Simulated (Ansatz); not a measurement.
# Cl2FNbO (SMILES [O]=[Nb]([F])([Cl])[Cl]): a relaxed scan of the bond length O1–Nb2

How does the energy rise as the bond length O1–Nb2 leaves its equilibrium value, and do density functionals follow CCSD(T)? At each value the rest of the molecule is relaxed at PBE0-D4 with the distance held.

The runs use Ansatz 0.2.0, Gaussian basis; single points in def2-TZVPP.

Levels: PBE-D4, r2SCAN-D4, PBE0-D4, B3LYP-D4, wB97M-V, Hartree-Fock, MP2, CCSD, CCSD(T). The scan takes 1.375, 1.446, 1.549, 1.670, 1.804, 1.948, 2.102, 2.263 Å.

Correlated methods freeze the cores. Core potentials replace the inner electrons past krypton, and spin-orbit coupling is left out. B3LYP uses VWN-RPA correlation.

21 further runs of the same task are left out: 21 set aside as unsound or not needed.

## 1. The starting structure

The minimum, relaxed at PBE0-D4: SMILES `[O]=[Nb]([F])([Cl])[Cl]`, 5 atoms, charge 0, spin multiplicity 1.

Atoms are counted from 1 here; the program's logs count them from 0.

Bond lengths: O1–Nb2 1.677 Å, Nb2–F3 1.851 Å, Nb2–Cl4 2.277 Å, Nb2–Cl5 2.277 Å. Angles: O1–Nb2–F3 107.5°, O1–Nb2–Cl4 107.8°, O1–Nb2–Cl5 107.8°, F3–Nb2–Cl4 111.3°, F3–Nb2–Cl5 111.3°, Cl4–Nb2–Cl5 110.9°.

Coordinates:

```xyz
5

O     0.0474   -0.1235    1.7217
Nb    0.0703   -0.0709    0.0458
F     1.3954   -1.2279   -0.5293
Cl   -1.9790   -0.7240   -0.7007
Cl    0.5157    2.0726   -0.5789
```

Energies of the minimum (eV), from earlier single points: PBE-D4 -31356.69630, r2SCAN-D4 -31367.85414, PBE0-D4 -31357.06246, B3LYP-D4 -31371.84241, wB97M-V -31365.38824, CCSD(T) -31331.80427.

At the minimum the bond length O1–Nb2 is 1.677 Å.

## 2. O1–Nb2 = 1.375 Å

relax/in.yaml

```yaml
crystal:
  periodic: [false, false, false]
  atoms:
    - {symbol: O, position_ang: [0.047428, -0.123469, 1.721725]}
    - {symbol: Nb, position_ang: [0.066186, -0.080381, 0.347529]}
    - {symbol: F, position_ang: [1.391237, -1.237336, -0.227649]}
    - {symbol: Cl, position_ang: [-1.983100, -0.733492, -0.398986]}
    - {symbol: Cl, position_ang: [0.511577, 2.063139, -0.277256]}
basis:
  gaussian: {orbitals: def2-TZVP}
hamiltonian: {xc: pbe0, dispersion: d4}
relax: {f_tol: 0.005, max_steps: 200, constraints: [{distance: [0, 1]}]}
```

The command line of these runs was not kept.

Further steps of the session: O1–Nb2 = 1.446 Å; O1–Nb2 = 1.549 Å; O1–Nb2 = 1.670 Å; O1–Nb2 = 1.804 Å; O1–Nb2 = 1.948 Å; O1–Nb2 = 2.102 Å; O1–Nb2 = 2.263 Å.

**Question.** What will these runs give? Wanted: highest point, CCSD(T); lowest point, CCSD(T); minimum along the scan, CCSD(T); RMS deviation from CCSD(T); largest T1 diagnostic.

**Answer**, as computed:

```
                       quantity                                                                                                                 value
         highest point, CCSD(T)                                                                                               423.0 kJ/mol at 1.375 Å
          lowest point, CCSD(T)                                                                                                 0.0 kJ/mol at 1.677 Å
minimum along the scan, CCSD(T)                                                                                                               1.691 Å
                curvature there                                                                                                            51.0 eV/Å²
     RMS deviation from CCSD(T)  PBE-D4 10.5, r2SCAN-D4 6.6, PBE0-D4 28.2, B3LYP-D4 10.3, wB97M-V 37.8, Hartree-Fock 87.5, MP2 30.0, CCSD 33.1 kJ/mol
          largest T1 diagnostic                                                                                                                 0.063
```

A polynomial through the near points puts the CCSD(T) minimum 0.014 Å above the PBE0-D4 value. The well is lopsided: squeezing costs more than stretching by the same length. Curvature against CCSD(T): PBE-D4 -4 %, Hartree-Fock +30 %. The curve of r2SCAN-D4 lies nearest to CCSD(T), that of Hartree-Fock farthest. 1 further points are left out, because the reference changes its state there. The T1 diagnostic is large here, over the usual mark for main-group molecules (transition-metal compounds often pass it harmlessly), so CCSD(T) itself may be off. The restricted Hartree–Fock reference is unstable towards an unrestricted one at one or more of these structures.
